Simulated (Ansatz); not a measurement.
# BrH3OSi + HF: a complex and its separated parts

The complex below is one end of an elementary step. How strongly is it bound against its free parts?

Computed with Ansatz 0.2.0, Gaussian basis. Level: PBE0-D4/def2-TZVP structures, single points in def2-TZVPP, no counterpoise correction.

Levels: SPW92, PBE-D4, BLYP-D4, r2SCAN-D4, B97M-V, PBE0-D4, B3LYP-D4, r2SCAN0-D4, BHLYP-D4, CAM-B3LYP-D4, wB97X-V, wB97M-V, B2PLYP, PBE-QIDH, RPA on PBE, Hartree-Fock, MP2, CCSD, CCSD(T).

Cores are frozen in the correlated methods. Filled d shells of the heavier atoms are correlated. B3LYP uses VWN-RPA correlation. B2PLYP carries no dispersion term here.

21 further runs of the same task are left out: 21 set aside as unsound or not needed.

### Step 1. Starting geometry

The complex: 8 atoms, charge 0, spin multiplicity 1.

Atoms are counted from 1 here; the program's logs count them from 0.

Bond lengths: Si1–Br2 2.258 Å, Si1–H3 1.474 Å, Si1–H4 1.479 Å, Si1–O5 1.621 Å, O5–H8 0.966 Å, H6–F7 0.934 Å. Angles: Br2–Si1–H3 107.1°, Br2–Si1–H4 104.3°, Br2–Si1–O5 110.0°, H3–Si1–H4 113.0°, H3–Si1–O5 108.2°, H4–Si1–O5 113.9°, Si1–O5–H8 117.4°.

As a file:

```
Si   -0.6114   -0.8512   -0.3012
Br    1.6246   -1.0035   -0.5737
H    -1.2340   -1.6037   -1.4046
H    -0.8610   -1.4568    1.0248
O    -1.0799    0.6967   -0.4155
H     1.6219    1.0820    0.5785
F     1.1531    1.7932    0.9628
H    -0.6132    1.3433    0.1289
```

Its parts: BrH3OSi holds atoms 1, 2, 3, 4, 5, 8; HF holds atoms 6, 7. Each part counts its atoms afresh in its own runs.

### Step 2. Relaxing BrH3OSi alone

The input, relax-a/in.yaml:

```yaml
crystal:
  periodic: [false, false, false]
  atoms:
    - {symbol: Si, position_ang: [-0.611404, -0.851170, -0.301220]}
    - {symbol: Br, position_ang: [1.624566, -1.003545, -0.573724]}
    - {symbol: H, position_ang: [-1.234009, -1.603746, -1.404589]}
    - {symbol: H, position_ang: [-0.861049, -1.456753, 1.024828]}
    - {symbol: O, position_ang: [-1.079911, 0.696706, -0.415503]}
    - {symbol: H, position_ang: [-0.613240, 1.343303, 0.128862]}
basis:
  gaussian: {orbitals: def2-TZVP}
hamiltonian: {xc: pbe0, dispersion: d4}
relax: {f_tol: 0.005, max_steps: 200}
```

No record of the launch command was kept for these runs.

The program printed, shortened:

```text
Functional definition: PBE0
  name "PBE0"
  cite "Adamo & Barone, J. Chem. Phys. 110, 6158 (1999) doi:10.1063/1.478522"
  cite "Perdew, Burke & Ernzerhof, Phys. Rev. Lett. 77, 3865 (1996) doi:10.1103/PhysRevLett.77.3865"
  parent pbe
[...]
964 factors; their error is unknown
[...]
mean field -80009.88890264 eV, -2940.3091845216 hartree, gradient 5.6e-5 eV, S^2 0.000000; 0 other end points of the search recorded, 0 dependent functions left out
[...]
reference -80009.88892896 eV, -2940.3091854888 hartree; 30, 30 occupied and 104, 104 virtual orbitals, 964 factors
relax step   1: F+E_penalty+E_count = -80009.98516522 eV  Δ(F+E_penalty+E_count) = +0.000e0 eV  max|allowed force component| = 7.148e-1 eV/Å  Δτ_max = 0.0000 Å  (25 SCF iters, accepted)
[...]
relax step   3: F+E_penalty+E_count = -80010.00091668 eV  Δ(F+E_penalty+E_count) = -2.303e-3 eV  max|allowed force component| = 7.363e-2 eV/Å  Δτ_max = 0.0124 Å  (29 SCF iters, accepted)
[...]
relax step   5: F+E_penalty+E_count = -80010.00149584 eV  Δ(F+E_penalty+E_count) = -9.190e-5 eV  max|allowed force component| = 4.374e-2 eV/Å  Δτ_max = 0.0146 Å  (31 SCF iters, accepted)
[...]
relax step   7: F+E_penalty+E_count = -80010.00194123 eV  Δ(F+E_penalty+E_count) = -2.548e-5 eV  max|allowed force component| = 5.464e-3 eV/Å  Δτ_max = 0.0075 Å  (31 SCF iters, accepted)
[...]
relax step   8: F+E_penalty+E_count = -80010.00193991 eV  Δ(F+E_penalty+E_count) = +1.324e-6 eV  max|allowed force component| = 3.919e-3 eV/Å  Δτ_max = 0.0025 Å  (31 SCF iters, rejected (line search))
[...]
relax step   9: F+E_penalty+E_count = -80010.00194351 eV  Δ(F+E_penalty+E_count) = -2.273e-6 eV  max|allowed force component| = 2.362e-4 eV/Å  Δτ_max = 0.0009 Å  (31 SCF iters, accepted)
964 factors; their error is unknown
mean field -80009.90575788 eV, -2940.3098039403 hartree, gradient 1.7e-5 eV, S^2 0.000000; 1 other end points of the search recorded, 0 dependent functions left out
[...]
reference -80009.90578415 eV, -2940.3098049055 hartree; 30, 30 occupied and 104, 104 virtual orbitals, 964 factors
Total energy: -80010.00196977 eV, -2940.3133396619 hartree
Atom 0 at    -0.569899    -0.856796    -0.309932 Å, force    -0.000212    -0.000018     0.000222 eV/Å
Atom 1 at     1.628679    -1.041339    -0.583999 Å, force     0.000081    -0.000075     0.000020 eV/Å
Atom 2 at    -1.242048    -1.590639    -1.397708 Å, force     0.000019     0.000151     0.000090 eV/Å
Atom 3 at    -0.857724    -1.428108     1.025656 Å, force     0.000150     0.000051    -0.000236 eV/Å
Atom 4 at    -1.055429     0.697206    -0.436883 Å, force     0.000164     0.000090     0.000055 eV/Å
Atom 5 at    -0.678626     1.344472     0.161520 Å, force    -0.000201    -0.000199    -0.000150 eV/Å
Dipole moment:    -0.126333     0.133376     0.237947 e Å
```

Wall time 14 s (4 threads, shared host); peak memory 0.26 GiB.

Step by step:

```
step  energy from step 1 (eV)  largest force component (eV/Å)
   1                   0.0000                          0.7148
   2                  -0.0134                          0.3034
   3                  -0.0158                          0.0736
   4                  -0.0162                          0.0318
   5                  -0.0163                          0.0437
   6                  -0.0168                          0.0124
   7                  -0.0168                          0.0055
   8                  -0.0168                          0.0039
   9                  -0.0168                          0.0002
```

Close pairs (by a distance rule), those that changed most:

```
   bond  before (Å)  after (Å)  change (Å)
Si1–Br2       2.258      2.223      -0.034
 Si1–O5       1.621      1.633      +0.012
  O5–H6       0.966      0.959      -0.007
 Si1–H4       1.479      1.481      +0.002
 Si1–H3       1.474      1.474      +0.001
```

### Step 3. Relaxing HF alone

The input, relax-b/in.yaml:

```yaml
crystal:
  periodic: [false, false, false]
  atoms:
    - {symbol: H, position_ang: [1.621935, 1.082028, 0.578498]}
    - {symbol: F, position_ang: [1.153113, 1.793178, 0.962845]}
basis:
  gaussian: {orbitals: def2-TZVP}
hamiltonian: {xc: pbe0, dispersion: d4}
relax: {f_tol: 0.005, max_steps: 200}
```

The program printed, shortened:

```text
[... 5 set-up lines as earlier in the session ...]
[...]
200 factors; their error is unknown
[...]
mean field -2731.79559383 eV, -100.3916363957 hartree, gradient 6.8e-6 eV, S^2 0.000000; 0 other end points of the search recorded, 0 dependent functions left out
[...]
reference -2731.79560248 eV, -100.3916367135 hartree; 5, 5 occupied and 32, 32 virtual orbitals, 200 factors
relax step   1: F+E_penalty+E_count = -2731.79711185 eV  Δ(F+E_penalty+E_count) = +0.000e0 eV  max|allowed force component| = 6.327e-1 eV/Å  Δτ_max = 0.0000 Å  (21 SCF iters, accepted)
[...]
relax step   3: F+E_penalty+E_count = -2731.80321286 eV  Δ(F+E_penalty+E_count) = -2.737e-4 eV  max|allowed force component| = 5.281e-3 eV/Å  Δτ_max = 0.0016 Å  (25 SCF iters, accepted)
[...]
relax step   4: F+E_penalty+E_count = -2731.80321326 eV  Δ(F+E_penalty+E_count) = -3.911e-7 eV  max|allowed force component| = 6.114e-4 eV/Å  Δτ_max = 0.0001 Å  (25 SCF iters, accepted)
200 factors; their error is unknown
mean field -2731.80169996 eV, -100.3918607918 hartree, gradient 2.5e-5 eV, S^2 0.000000; 1 other end points of the search recorded, 0 dependent functions left out
[...]
reference -2731.80170840 eV, -100.3918611018 hartree; 5, 5 occupied and 32, 32 virtual orbitals, 200 factors
Total energy: -2731.80322169 eV, -100.3919167145 hartree
Atom 0 at     1.618320     1.087512     0.581462 Å, force    -0.000403     0.000611     0.000330 eV/Å
Atom 1 at     1.156728     1.787694     0.959881 Å, force     0.000403    -0.000611    -0.000330 eV/Å
Dipole moment:     0.201093    -0.305036    -0.164859 e Å
```

Wall time 0.45 s (4 threads, shared host).

Along the way:

```
step  energy from step 1 (eV)  largest force component (eV/Å)
   1                   0.0000                          0.6327
   2                  -0.0058                          0.1378
   3                  -0.0061                          0.0053
   4                  -0.0061                          0.0006
```

The bond:

```
 bond  before (Å)  after (Å)  change (Å)
H1–F2       0.934      0.920      -0.014
```

### Step 4. wB97M-V/def2-TZVPP

The input, parta/in.yaml:

```yaml
crystal:
  periodic: [false, false, false]
  atoms:
    - {symbol: Si, position_ang: [-0.569899, -0.856796, -0.309932]}
    - {symbol: Br, position_ang: [1.628679, -1.041339, -0.583999]}
    - {symbol: H, position_ang: [-1.242048, -1.590639, -1.397708]}
    - {symbol: H, position_ang: [-0.857724, -1.428108, 1.025656]}
    - {symbol: O, position_ang: [-1.055429, 0.697206, -0.436883]}
    - {symbol: H, position_ang: [-0.678626, 1.344472, 0.161520]}
basis:
  gaussian: {orbitals: def2-TZVPP}
hamiltonian: {xc: {name: wB97M-V}}
```

The input, partb/in.yaml:

```yaml
crystal:
  periodic: [false, false, false]
  atoms:
    - {symbol: H, position_ang: [1.618320, 1.087512, 0.581462]}
    - {symbol: F, position_ang: [1.156728, 1.787694, 0.959881]}
basis:
  gaussian: {orbitals: def2-TZVPP}
hamiltonian: {xc: {name: wB97M-V}}
```

parta printed, shortened:

```text
Functional definition: wB97M-V
  name "wB97M-V"
  cite "Mardirossian & Head-Gordon, J. Chem. Phys. 144, 214110 (2016) doi:10.1063/1.4952647"
  cite "Becke, J. Chem. Phys. 107, 8554 (1997) doi:10.1063/1.475007"
  cite "Vydrov & Van Voorhis, J. Chem. Phys. 133, 244103 (2010) doi:10.1063/1.3521275"
  # Of w^i u^j: cxij and so on, Table III.
[...]
  gx(w, u) = 1 - cx + cx01*u + cx10*w
  gss(w, u) = css00 + css04*u^4 + css10*w + css20*w^2 + css43*w^4*u^3
  gos(w, u) = cos00 + cos10*w + (cos20 + cos21*u)*w^2 + (cos60 + cos61*u)*w^6
[...]
      + integral(e_c_pw_mod_opposite_spin*gos(b97_w_opposite, b97_u_opposite)) + vv10(b, c)
1027 factors; their error is unknown
193 factors; integrals over basis functions are off by at most 6.0e-5 eV
[...]
mean field -80018.43630412 eV, -2940.6232957322 hartree, gradient 8.9e-6 eV, S^2 0.000000; 0 other end points of the search recorded, 0 dependent functions left out
reference -80018.43634493 eV, -2940.6232972321 hartree; 30, 30 occupied and 133, 133 virtual orbitals, 1027 factors
Total energy: -80018.43634493 eV, -2940.6232972321 hartree
```

Output in partb, shortened:

```text
[... 5 set-up lines as earlier in the session ...]
  # Of w^i u^j: cxij and so on, Table III.
[...]
  gx(w, u) = 1 - cx + cx01*u + cx10*w
  gss(w, u) = css00 + css04*u^4 + css10*w + css20*w^2 + css43*w^4*u^3
  gos(w, u) = cos00 + cos10*w + (cos20 + cos21*u)*w^2 + (cos60 + cos61*u)*w^6
[...]
      + integral(e_c_pw_mod_opposite_spin*gos(b97_w_opposite, b97_u_opposite)) + vv10(b, c)
215 factors; their error is unknown
48 factors; integrals over basis functions are off by at most 2.2e-5 eV
[...]
mean field -2733.67553292 eV, -100.4607228830 hartree, gradient 1.2e-5 eV, S^2 0.000000; 0 other end points of the search recorded, 0 dependent functions left out
reference -2733.67554759 eV, -100.4607234219 hartree; 5, 5 occupied and 40, 40 virtual orbitals, 215 factors
Total energy: -2733.67554759 eV, -100.4607234219 hartree
```

They took 3.9 s (parta), 0.25 s (partb) on 4 threads, shared host; peak memory 0.46 GiB.

### Step 5. CCSD(T)/def2-TZVPP

Each input of step 4 (parta, partb) changes in the same lines:

```diff
-hamiltonian: {xc: {name: wB97M-V}}
+correlation: {method: ccsd_t}
```

Output in parta, shortened:

```text
Functional definition: HF
  name "HF"
  cite "Fock, Z. Phys. 61, 126 (1930) doi:10.1007/BF01340294"
[... 1 set-up line as earlier in the session ...]
[...]
1001 factors; integrals over basis functions are off by at most 1.1e-3 eV
[...]
mean field -79949.95577842 eV, -2938.1066828305 hartree, gradient 5.2e-6 eV, S^2 0.000000; 0 other end points of the search recorded, 0 dependent functions left out
15 core orbitals not correlated: weight in the atoms' cores, before any rotation towards them, 1.000 or more for the frozen orbitals, at most 0.000 for the correlated occupied ones
reference -79949.95577842 eV, -2938.1066828305 hartree; 15, 15 occupied and 133, 133 virtual orbitals, 1001 factors
second order -17.40873581 eV of doubles, -0.00000000 eV of singles
cycle   1  -17.53972765 eV  change   -1.3e-1 eV  update   8.1e-2
[...]
cycle   8  -17.99929342 eV  change    1.1e-6 eV  update   3.1e-5
perturbative correction -0.60559194 eV, -0.0222550932 hartree
Total energy: -79968.56066377 eV, -2938.7903997563 hartree
```

Log of partb, shortened:

```text
[... 4 set-up lines as earlier in the session ...]
[...]
287 factors; integrals over basis functions are off by at most 1.0e-3 eV
[...]
mean field -2722.91267142 eV, -100.0651950181 hartree, gradient 4.5e-6 eV, S^2 0.000000; 0 other end points of the search recorded, 0 dependent functions left out
1 core orbitals not correlated: weight in the atoms' cores, before any rotation towards them, 1.000 or more for the frozen orbitals, at most 0.000 for the correlated occupied ones
reference -2722.91267142 eV, -100.0651950181 hartree; 4, 4 occupied and 40, 40 virtual orbitals, 287 factors
second order -7.36489059 eV of doubles, -0.00000000 eV of singles
cycle   1  -7.29623995 eV  change    6.9e-2 eV  update   3.9e-2
[...]
cycle   8  -7.43092637 eV  change    5.0e-7 eV  update   3.3e-6
perturbative correction -0.17034144 eV, -0.0062599326 hartree
Total energy: -2730.51393923 eV, -100.3445364581 hartree
```

They took 21 s (parta), 0.15 s (partb) on 4 threads, shared host; peak memory 1.2 GiB.

### Step 6. Vibrations of BrH3OSi

The input, vib-parta/in.yaml:

```yaml
crystal:
  periodic: [false, false, false]
  atoms:
    - {symbol: Si, position_ang: [-0.569899, -0.856796, -0.309932]}
    - {symbol: Br, position_ang: [1.628679, -1.041339, -0.583999]}
    - {symbol: H, position_ang: [-1.242048, -1.590639, -1.397708]}
    - {symbol: H, position_ang: [-0.857724, -1.428108, 1.025656]}
    - {symbol: O, position_ang: [-1.055429, 0.697206, -0.436883]}
    - {symbol: H, position_ang: [-0.678626, 1.344472, 0.161520]}
basis:
  gaussian: {orbitals: def2-TZVP}
hamiltonian: {xc: pbe0, dispersion: d4}
phonons: {temperatures: {t_min: 298.15, t_max: 900, t_step: 200}}
```

The program printed, shortened:

```text
[... 5 set-up lines as earlier in the session ...]
[...]
964 factors; their error is unknown
[...]
mean field -80009.90575735 eV, -2940.3098039205 hartree, gradient 5.8e-5 eV, S^2 0.000000; 0 other end points of the search recorded, 0 dependent functions left out
[...]
reference -80009.90578361 eV, -2940.3098048857 hartree; 30, 30 occupied and 104, 104 virtual orbitals, 964 factors
[... from here to the last solve, the lines of the solves are left out (35 solves) ...]
964 factors; their error is unknown
mean field -80009.90569301 eV, -2940.3098015560 hartree, gradient 1.2e-6 eV, S^2 0.000000; 0 other end points of the search recorded, 0 dependent functions left out
[...]
reference -80009.90571926 eV, -2940.3098025210 hartree; 30, 30 occupied and 104, 104 virtual orbitals, 964 factors
Total energy: -80010.00196923 eV, -2940.3133396419 hartree
Atom 0 at    -0.569899    -0.856796    -0.309932 Å, force    -0.000172    -0.000044     0.000209 eV/Å
Atom 1 at     1.628679    -1.041339    -0.583999 Å, force     0.000026    -0.000061     0.000028 eV/Å
Atom 2 at    -1.242048    -1.590639    -1.397708 Å, force     0.000016     0.000156     0.000092 eV/Å
Atom 3 at    -0.857724    -1.428108     1.025656 Å, force     0.000151     0.000054    -0.000238 eV/Å
Atom 4 at    -1.055429     0.697206    -0.436883 Å, force     0.000189     0.000083     0.000063 eV/Å
Atom 5 at    -0.678626     1.344472     0.161520 Å, force    -0.000210    -0.000187    -0.000154 eV/Å
Dipole moment:    -0.126333     0.133375     0.237948 e Å
Vibrations: 185.60 273.64 427.75 591.17 717.80 835.34 891.13 925.08 966.43 2246.77 2288.64 3918.73 cm⁻¹, zero-point energy 0.884507 eV
```

It took 35 s on 4 threads, shared host; peak memory 0.27 GiB.

The modes, with what each moves most:

```
mode  wavenumber (cm⁻¹)               character
   1                186       bend with torsion
   2                274       torsion with bend
   3                428           Si–Br stretch
   4                591       bend with torsion
   5                718                    bend
   6                835                    bend
   7                891                    bend
   8                925  Si–O stretch with bend
   9                966                    bend
  10               2247            Si–H stretch
  11               2289            Si–H stretch
  12               3919             O–H stretch
```

Vibrational sums (real modes only):

```
T (K)  entropy (J/mol/K)  heat capacity (J/mol/K)
  298               25.2                     37.0
  498               49.2                     56.2
  698               70.1                     67.1
  898               87.9                     74.3
```

### Step 7. Vibrations of HF

The input, vib-partb/in.yaml:

```yaml
crystal:
  periodic: [false, false, false]
  atoms:
    - {symbol: H, position_ang: [1.618320, 1.087512, 0.581462]}
    - {symbol: F, position_ang: [1.156728, 1.787694, 0.959881]}
basis:
  gaussian: {orbitals: def2-TZVP}
hamiltonian: {xc: pbe0, dispersion: d4}
phonons: {temperatures: {t_min: 298.15, t_max: 900, t_step: 200}}
```

The program printed, shortened:

```text
[... 5 set-up lines as earlier in the session ...]
[...]
200 factors; their error is unknown
[...]
mean field -2731.80169996 eV, -100.3918607917 hartree, gradient 6.9e-6 eV, S^2 0.000000; 0 other end points of the search recorded, 0 dependent functions left out
[...]
reference -2731.80170840 eV, -100.3918611018 hartree; 5, 5 occupied and 32, 32 virtual orbitals, 200 factors
[...]
200 factors; their error is unknown
[...]
mean field -2731.80169995 eV, -100.3918607916 hartree, gradient 3.9e-7 eV, S^2 0.000000; 0 other end points of the search recorded, 0 dependent functions left out
[...]
reference -2731.80170839 eV, -100.3918611017 hartree; 5, 5 occupied and 32, 32 virtual orbitals, 200 factors
[...]
200 factors; their error is unknown
[...]
mean field -2731.80150854 eV, -100.3918537571 hartree, gradient 3.9e-7 eV, S^2 0.000000; 0 other end points of the search recorded, 0 dependent functions left out
[...]
reference -2731.80151701 eV, -100.3918540686 hartree; 5, 5 occupied and 32, 32 virtual orbitals, 200 factors
[...]
200 factors; their error is unknown
mean field -2731.80151200 eV, -100.3918538845 hartree, gradient 3.9e-7 eV, S^2 0.000000; 0 other end points of the search recorded, 0 dependent functions left out
[...]
reference -2731.80152040 eV, -100.3918541932 hartree; 5, 5 occupied and 32, 32 virtual orbitals, 200 factors
Total energy: -2731.80322169 eV, -100.3919167145 hartree
Atom 0 at     1.618320     1.087512     0.581462 Å, force    -0.000414     0.000628     0.000339 eV/Å
Atom 1 at     1.156728     1.787694     0.959881 Å, force     0.000414    -0.000628    -0.000339 eV/Å
Dipole moment:     0.201094    -0.305036    -0.164859 e Å
Vibrations: 4152.67 cm⁻¹, zero-point energy 0.257433 eV
```

Run time: 0.75 s. Hardware: 4 threads, shared host.

The modes, with what each moves most:

```
mode  wavenumber (cm⁻¹)    character
   1               4153  F–H stretch
```

Vibrational sums (real modes only):

```
T (K)  entropy (J/mol/K)  heat capacity (J/mol/K)
  298                0.0                      0.0
  498                0.0                      0.0
  698                0.0                      0.1
  898                0.1                      0.5
```

### Step 8. Complex less separated parts

The complex's own energies come from single points at the same levels. Levels not printed above were run the same way.

Rows are in def2-TZVPP; times add the 3 runs of a level on a shared host, so small differences are noise.

Differences are taken before rounding.

```
      method                    rung  complex less parts (kJ/mol)  from CCSD(T) (kJ/mol)     time
       SPW92                     LDA                        -52.3                  -25.6    1.5 s
      PBE-D4                     GGA                        -36.1                   -9.4    2.5 s
     BLYP-D4                     GGA                        -34.1                   -7.4    2.6 s
   r2SCAN-D4                meta-GGA                        -33.7                   -7.0    5.6 s
      B97M-V                meta-GGA                        -31.6                   -4.9     10 s
     PBE0-D4                  hybrid                        -32.0                   -5.2    3.6 s
    B3LYP-D4                  hybrid                        -32.1                   -5.4    3.5 s
  r2SCAN0-D4                  hybrid                        -31.3                   -4.6    6.5 s
    BHLYP-D4                  hybrid                        -30.2                   -3.5    3.7 s
CAM-B3LYP-D4  range-separated hybrid                        -33.7                   -7.0    3.9 s
     wB97X-V  range-separated hybrid                        -30.7                   -4.0      9 s
     wB97M-V  range-separated hybrid                        -31.8                   -5.1     11 s
      B2PLYP           double hybrid                        -26.9                   -0.2    6.2 s
    PBE-QIDH           double hybrid                        -27.3                   -0.6    6.4 s
  RPA on PBE                     RPA                        -22.9                   +3.8    5.6 s
Hartree-Fock            wavefunction                        -11.8                  +14.9         
         MP2            wavefunction                        -27.1                   -0.4         
        CCSD            wavefunction                        -24.1                   +2.7         
     CCSD(T)            wavefunction                        -26.7                      0  1.9 min
```

Among the levels timed on like hardware and quicker than the yardstick, those that no quicker one beats, quickest first: SPW92 (1.5 s, -25.6 kJ/mol); PBE-D4 (2.5 s, -9.4 kJ/mol); BLYP-D4 (2.6 s, -7.4 kJ/mol); B3LYP-D4 (3.5 s, -5.4 kJ/mol); PBE0-D4 (3.6 s, -5.2 kJ/mol); BHLYP-D4 (3.7 s, -3.5 kJ/mol); B2PLYP (6.2 s, -0.2 kJ/mol).

B2PLYP reaches 0.2 kJ/mol from the reference in 6.2 s, where CCSD(T) took 1.9 min; the quickest level in the cost chart, SPW92, takes 1.5 s and misses by 25.6 kJ/mol.

The complex's zero-point energy, from a separate PBE0-D4 run, is 1.218 eV.

### Step 9. Outcome

| quantity | value |
| --- | --- |
| complex less parts, CCSD(T)/def2-TZVPP | -26.7 kJ/mol |
| with zero-point energy | -19.4 kJ/mol |
| largest T1 diagnostic | 0.009 |

**Reading.** At CCSD(T) the complex lies 26.7 kJ/mol below its parts. B2PLYP is the best functional here (-0.2 kJ/mol from CCSD(T)); SPW92 is the worst (-25.6 kJ/mol). By rung, the mean size of the error is: LDA 25.6, GGA 8.4, meta-GGA 5.9, hybrid 4.7, range-separated hybrid 5.4, double hybrid 0.4 kJ/mol. PBE-D4 gives a relative energy 9.4 kJ/mol too low, outside chemical accuracy (1 kcal/mol, 4.2 kJ/mol). No counterpoise was applied, and triple zeta lacks some correlation, so the CCSD(T) reference has a basis error of its own, and close matches with it are partly luck.
